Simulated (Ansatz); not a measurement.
Predict the output of the script below (Ansatz 0.2.0 through its Python package).

`run_ip.py`:
```python
"""Vertical ionisation energy of BFH4SSi."""

import ansatz as az

BASIS = "def2-TZVP"
FUNCTIONAL = "hf"


def total_energy(molecule, charge=0, unpaired=0):
    calc = molecule.calculation().basis(gaussian=BASIS).functional(FUNCTIONAL)
    if charge:
        calc = calc.charge(charge)
    if unpaired:
        calc = calc.spin("collinear", total=unpaired)
    return calc.run().report["free_energy_ev"]

system = (
    az.Crystal.molecule()
    .atom("F", (-2.2163, -0.3378, -0.248))
    .atom("Si", (-0.803, 0.4067, -0.7099))
    .atom("B", (0.4435, 0.2241, 0.7259))
    .atom("S", (2.155, -0.7085, 0.4594))
    .atom("H", (-0.2784, -0.2704, -1.9269))
    .atom("H", (-1.0064, 1.8525, -0.9978))
    .atom("H", (0.2692, 0.6964, 1.8008))
    .atom("H", (1.5285, -1.92, 0.8406))
)

# total-energy differences at one geometry
parent = total_energy(system, 0, 0)
cation = total_energy(system, 1, 1)
print(f"E(N)   = {parent:.5f} eV")
print(f"E(N-1) = {cation:.5f} eV  (1 unpaired)")
print(f"vertical ionisation energy {cation - parent:.3f} eV")
```

```console
$ python run_ip.py
E(N)   = -22123.45389 eV
E(N-1) = -22115.03373 eV  (1 unpaired)
vertical ionisation energy 8.420 eV
```

At this unrelaxed geometry removing an electron costs 8.42 eV.

Notes:
- Total energies depend on the basis set; only differences at equal settings carry meaning.
- The geometry is a force-field or estimated start, not a minimum of this method, and the basis set is short of its limit. All parts are taken at fixed geometry, without zero-point energy. At an unrelaxed start these energies can be a whole eV from those at the minimum, and a small affinity can change sign.
- Hartree-Fock leaves correlation out, so bond, atomisation and ionisation energies come out well too low.
- The whole script took 13 s on 1 thread of Arm Neoverse N1 (shared host), peak memory 0.42 GiB.
